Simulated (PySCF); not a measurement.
# CH9FSi3: the cost of one run

The runs use PySCF 2.14.0, with density-fitted response routines of our own; the level of theory stands in each step. All values are computed, except where a source is named. Atoms count from 0, in the outputs and in this text.

## 1. Starting geometry

14 atoms, charge 0, multiplicity 1; geometry from: PBE0-D3(BJ)/def2-SVP.

Bonds of the start (Å): F0–Si1 1.63, Si1–C2 1.87, C2–Si3 1.89, C2–Si4 1.89, Si1–H5 1.49, Si1–H6 1.49, C2–H7 1.11, Si3–H8 1.50, Si3–H9 1.50, Si3–H10 1.49, Si4–H11 1.49, Si4–H12 1.50, Si4–H13 1.49.

## 2. NMR shieldings: HF/pcSseg-1

The job: settings as JSON, then the geometry in Å.

```
{"job": {"kind": "nmr", "xc": "HF", "basis": "pcSseg-1", "pop": false}, "charge": 0, "multiplicity": 1}
F     -1.147148    -1.331496     1.589854
Si    -1.127145    -1.312554    -0.037318
C      0.052797     0.020679    -0.593181
Si    -0.478005     1.741200    -0.016721
Si     1.850980    -0.358194    -0.152387
H     -2.515382    -1.033116    -0.504093
H     -0.686384    -2.659148    -0.501275
H     -0.010253     0.023264    -1.700028
H     -1.897474     2.000615    -0.409140
H      0.393115     2.781851    -0.644106
H     -0.358347     1.845258     1.467265
H      2.034703    -0.315607     1.328468
H      2.225662    -1.719404    -0.645734
H      2.757158     0.650184    -0.781795
```

Method: GIAO HF/pcSseg-1 NMR shielding, non-relativistic, gas phase.

On the command line:

```
$ OMP_NUM_THREADS=1 python probes_run.py task.json out
```

The driver reads the jobs from task.json and runs them one after another.

Q: Estimate the wall time and peak memory of this first job on 1 thread of Arm Neoverse V1, shared host.

About 7.7 s, with a peak of 0.83 GiB.
